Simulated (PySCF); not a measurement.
**SnC⁺ (quartet): spin, charge, geometry and surroundings**

Aim: change spin, charge, geometry, field or solvent of SnC⁺ (quartet), one at a time, and compare with the base run.

The runs use PySCF 2.14.0; each script names its method and basis.

3 further runs of the same task are left out: 2 for a known fault of the program, 1 that didn't finish.

## (1) The system as given

SnC⁺ (quartet): 2 atoms, charge 1, spin multiplicity 4.

Bond lengths: Sn1–C2 1.944 Å.

## (2) Base script

Input file input.py:

```python
from pyscf import gto, scf, mp

mol = gto.M(
    atom='Sn 0 0 0; C 0 0 1.944',
    basis='x2c-svpall',
    charge=1,
    spin=3,
    verbose=4,
)
mf = scf.UHF(mol)
mf = mf.sfx2c1e()
mf.kernel()
mp.MP2(mf, frozen=19).kernel()
mf.dip_moment()
print('orbital energies (hartree):', [e[max(0, n-3):n+3].round(4) for e, n in zip(mf.mo_energy, mol.nelec)])
```

Started as:

```console
OMP_NUM_THREADS=1 python input.py
```

Its log is not repeated here.

In short: E(SCF) = -6210.672480 Eh, 13 cycles, E(MP2) − E(SCF) = -0.11625 Eh, ⟨S²⟩ = 3.755.

The bond length is a typed value, not an optimised one. The dipole of an ion depends on the origin. The quartet is typed in the script; nothing here shows that it is the ground state.

## (3) Lengths in bohr

Edit 1 changes length unit: angstrom → bohr; bond length: 1.944 Å → 1.944 bohr.

Input file input.py:

```python
from pyscf import gto, scf, mp

mol = gto.M(
    atom='Sn 0 0 0; C 0 0 1.944',
    basis='x2c-svpall',
    charge=1,
    spin=3,
    unit='bohr',
    verbose=4,
)
mf = scf.UHF(mol)
mf = mf.sfx2c1e()
mf.kernel()
mp.MP2(mf, frozen=19).kernel()
mf.dip_moment()
print('orbital energies (hartree):', [e[max(0, n-3):n+3].round(4) for e, n in zip(mf.mo_energy, mol.nelec)])
```

Started as:

```console
OMP_NUM_THREADS=1 python input.py
```

## (4) Electric field -0.01 a.u.

Edit 2 changes electric field: none → -0.01 a.u.

Changes to input.py since step 2:

```diff
@@ -11,2 +11,7 @@
 mf = mf.sfx2c1e()
+field = -0.01  # electric field along z, atomic units
+h = mf.get_hcore() + field*mol.intor('int1e_r')[2]
+mf.get_hcore = lambda *args: h
+e_nuc = mol.energy_nuc() - field*mol.atom_charges() @ mol.atom_coords()[:, 2]
+mf.energy_nuc = lambda *args: e_nuc
 mf.kernel()
```

## (5) Sextet

Edit 3 changes spin (2S): 3 → 5.

Changes to input.py since step 2:

```diff
@@ -6,3 +6,3 @@
     charge=1,
-    spin=3,
+    spin=5,
     verbose=4,
```

What does the calculation give? Wanted: for each run, E(SCF); from base; gap, α spin; after the SCF.

As calculated:

```csv
run,E(SCF) (hartree),from base (eV),cycles,"gap, α spin (eV)",after the SCF
base,-6210.672480,0,13,11.10,"MP2 correlation -3.163 eV, core frozen"
lengths in bohr (poor choice),-6208.382456,not comparable,11,9.46,"MP2 correlation -4.324 eV, core frozen"
electric field -0.01 a.u.,-6210.672419,not comparable,13,11.22,"MP2 correlation -3.176 eV, core frozen"
sextet,-6210.551126,+3.3022,12,7.34,"MP2 correlation -2.378 eV, core frozen"
```

**Reading.** The sextet solution found lies 3.30 eV above the base quartet at this geometry and level. Rows marked «poor choice» come from settings spoiled on purpose.
